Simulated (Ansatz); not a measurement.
Crystal: TaAs.

```
CELL_PARAMETERS angstrom
-1.72181 1.72181 5.86794
1.72181 -1.72181 5.86794
1.72181 1.72181 -5.86794
ATOMIC_POSITIONS crystal
Ta 0.49997 0.49997 0.00000
Ta 0.24997 0.74997 0.50000
As 0.08263 0.08263 0.00000
As 0.83263 0.33263 0.50000
```

The cell is a database's computed one.

Base run:

* Program: Ansatz 0.2.0
* Functional: PBEsol
* Potentials or basis: all-electron LAPW, scalar-relativistic
* Cutoff: 272 eV
* Density cutoff: 1088 eV
* Basis error allowed: 0.002 eV/atom
* k mesh: 11 × 11 × 11
* Occupations: fermi-dirac, width 0.05 eV
* Spin: no spin polarisation

Its results: pressure -3.8 GPa; largest force 0.022 eV/Å.

Question: The run is repeated on the same cell with these changes: functional from PBEsol to PBE. What comes out?

Answer: Pressure 2.2 GPa; largest force 0.025 eV/Å.

PBE binds less tightly than PBEsol, so the same cell stands under more pressure.

Not every run made on this cell is shown here.
